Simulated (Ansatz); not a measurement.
Task: a rigid torsion scan of CH8GaN, SMILES [CH3][GaH2-][NH3+], with Ansatz's Python interface. Give the script and its output. Use (for the species named): B3LYP, def2-SVP basis, multiplicity 1.

```json
{"atom": "C", "x (Å)": "1.5474", "y (Å)": "0.5629", "z (Å)": "-0.0205"}
{"atom": "Ga", "x (Å)": "0.0550", "y (Å)": "-0.7641", "z (Å)": "-0.0583"}
{"atom": "N", "x (Å)": "-1.6136", "y (Å)": "0.1571", "z (Å)": "0.0760"}
{"atom": "H", "x (Å)": "2.5175", "y (Å)": "0.0305", "z (Å)": "-0.0984"}
{"atom": "H", "x (Å)": "1.4392", "y (Å)": "1.2634", "z (Å)": "-0.8739"}
{"atom": "H", "x (Å)": "1.5113", "y (Å)": "1.1309", "z (Å)": "0.9317"}
{"atom": "H", "x (Å)": "0.2086", "y (Å)": "-1.7789", "z (Å)": "1.1820"}
{"atom": "H", "x (Å)": "0.1038", "y (Å)": "-1.5865", "z (Å)": "-1.4414"}
{"atom": "H", "x (Å)": "-1.7182", "y (Å)": "0.8192", "z (Å)": "-0.7249"}
{"atom": "H", "x (Å)": "-1.6505", "y (Å)": "0.6948", "z (Å)": "0.9705"}
{"atom": "H", "x (Å)": "-2.4005", "y (Å)": "-0.5293", "z (Å)": "0.0571"}
```

Script `ch8gan.py`:
```python
import ansatz
from ase import Atoms


def main() -> None:
    atoms = Atoms(["C", "Ga", "N", "H", "H", "H", "H", "H", "H", "H", "H"], positions=[
        (1.5474, 0.5629, -0.0205),
        (0.055, -0.7641, -0.0583),
        (-1.6136, 0.1571, 0.076),
        (2.5175, 0.0305, -0.0984),
        (1.4392, 1.2634, -0.8739),
        (1.5113, 1.1309, 0.9317),
        (0.2086, -1.7789, 1.182),
        (0.1038, -1.5865, -1.4414),
        (-1.7182, 0.8192, -0.7249),
        (-1.6505, 0.6948, 0.9705),
        (-2.4005, -0.5293, 0.0571),
    ])

    first = (
        ansatz.Crystal.molecule_from_ase(atoms).calculation()
        .basis(gaussian="def2-SVP")
        .functional("B3LYP")
        .relax(force_tolerance=0.02, max_steps=80)
    )
    atoms.positions = first.run(threads=1).report["positions_ang"]

    start = atoms.get_dihedral(0, 1, 2, 8)
    energies = {}
    for turn in range(0, 121, 20):
        turned = atoms.copy()
        turned.set_dihedral(0, 1, 2, 8, start + turn, indices=[2, 8, 9, 10])
        base = ansatz.Crystal.molecule_from_ase(turned).calculation()
        base = base.basis(gaussian="def2-SVP")
        base = base.functional("B3LYP")
        energies[round((start + turn) % 360)] = base.run(threads=1).report["free_energy_ev"]
    floor = min(energies.values())
    print("dihedral C0-Ga1-N2-H8 (deg)   E - E(min) (eV)")
    for angle, e in sorted(energies.items()):
        print(f"{angle:8d} {(e - floor):14.3f}  " + "#" * int(30 * (e - floor) / max(max(energies.values()) - floor, 1e-9)))


if __name__ == "__main__":
    main()
```

Output of `python ch8gan.py`:
```text
dihedral C0-Ga1-N2-H8 (deg)   E - E(min) (eV)
      60          0.000
      80          0.005  #######
     100          0.014  ######################
     120          0.019  ##############################
     140          0.014  #######################
     160          0.005  ########
     180          0.001  #
```

The scan is rigid and the energies are electronic, in a modest basis. With rigid groups the curve can differ much from the relaxed path, the start wasn't checked as a minimum of this torsion, and equivalent turns needn't return to the same energy. b3lyp holds the VWN-RPA fit, as in Gaussian; the form of ORCA and Turbomole is b3lyp5. Finished in 51 s on 1 thread of Arm Neoverse V1 (shared host), peak memory 0.29 GiB.
